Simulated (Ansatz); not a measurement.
# C2H3BFNO: a ladder of functionals and wavefunction methods

Aim: compute C2H3BFNO with functionals from several rungs and with coupled cluster. The yardstick is the atomisation energy at the CCSD(T) limit.

Method: functionals in def2-TZVPP, the program's frozen cores in correlated methods; program: Ansatz 0.2.0, Gaussian basis.

Plan: PBE-D4, r2SCAN-D4, PBE0-D4, B3LYP-D4, ωB97X-V, ωB97M-V, B2PLYP; CCSD(T)/def2-TZVPP; MP2/def2-QZVPP; extrapolation to the limit.

### Step 1. Structure used throughout

An earlier PBE0-D4 in a triple-zeta def2 set relaxation fixed the geometry.

SMILES `FCB1N=CO1`, 9 atoms, charge 0, spin multiplicity 1.

Atoms are counted from 1 here; the program's logs count them from 0.

Bond lengths: F1–C2 1.379 Å, C2–B3 1.553 Å, C2–H7 1.099 Å, C2–H8 1.099 Å, B3–N4 1.496 Å, B3–O6 1.424 Å, N4–C5 1.273 Å, C5–O6 1.400 Å, C5–H9 1.092 Å. Angles: F1–C2–B3 113.5°, F1–C2–H7 109.1°, F1–C2–H8 109.1°, B3–C2–H7 109.4°, B3–C2–H8 109.4°, H7–C2–H8 106.0°, C2–B3–N4 133.6°, C2–B3–O6 130.6°, N4–B3–O6 95.8°, B3–N4–C5 78.7°, N4–C5–O6 108.2°, N4–C5–H9 132.6°, O6–C5–H9 119.1°, B3–O6–C5 77.3°.

### Step 2. PBE-D4 (GGA)

File in.yaml:

```yaml
crystal:
  periodic: [false, false, false]
  atoms:
    - {symbol: F, position_ang: [-0.776019, -2.071133, 0.807850]}
    - {symbol: C, position_ang: [-0.459965, -0.769524, 1.137763]}
    - {symbol: B, position_ang: [0.047047, 0.069601, -0.066455]}
    - {symbol: N, position_ang: [0.500387, 1.487409, -0.219218]}
    - {symbol: C, position_ang: [0.624909, 1.056104, -1.410304]}
    - {symbol: O, position_ang: [0.232081, -0.287401, -1.432412]}
    - {symbol: H, position_ang: [-1.343854, -0.284605, 1.574661]}
    - {symbol: H, position_ang: [0.303973, -0.774156, 1.927472]}
    - {symbol: H, position_ang: [0.959940, 1.527405, -2.336359]}
basis:
  gaussian: {orbitals: def2-TZVPP}
hamiltonian: {xc: pbe, dispersion: d4}
output: {forces: true, orbitals: {seedname: orbitals}}
```

The run is started by

```bash
$ ansatz run in.yaml --threads 4 --pin off --events-out ev --progress --plain --max-ram 10444MiB
```

After this run come: r2SCAN-D4 (meta-GGA); PBE0-D4 (hybrid); B3LYP-D4 (hybrid); ωB97X-V (range-separated); ωB97M-V (range-separated); B2PLYP (double hybrid); CCSD(T) in def2-TZVPP; MP2 in def2-QZVPP.

Before running them: what should the planned runs give, taken together? Wanted: atomisation energy, CCSD(T)/CBS; farthest; mean size of error, hybrid; mean size of error, range-separated; gap, smallest and largest; T1 diagnostic; triples share of the correlation energy.

The runs gave:

```
                               quantity                                 value
        atomisation energy, CCSD(T)/CBS                        913.4 kcal/mol
functionals within 4.6 kcal/mol (0.5 %)                                B2PLYP
                               farthest               PBE-D4 (+47.3 kcal/mol)
             mean size of error, hybrid                          9.9 kcal/mol
    mean size of error, range-separated                         10.0 kcal/mol
              gap, smallest and largest  3.90 eV (PBE-D4), 11.38 eV (ωB97X-V)
                          T1 diagnostic                                0.0143
triples share of the correlation energy                                 4.0 %
```

PBE-D4 is off by +47.3 kcal/mol. Double hybrids carry the basis error of their MP2 part in triple zeta, and no dispersion term here, so their miss is partly the set-up's. The reference freezes the cores and leaves out relativity and excitations past (T), so misses under about 4.6 kcal/mol can't be ranked. Hartree-Fock recovers 69 % of the binding; the rest is correlation. The gap grows from 3.9 to 11.4 eV across the functionals, mostly with the share of exact exchange.
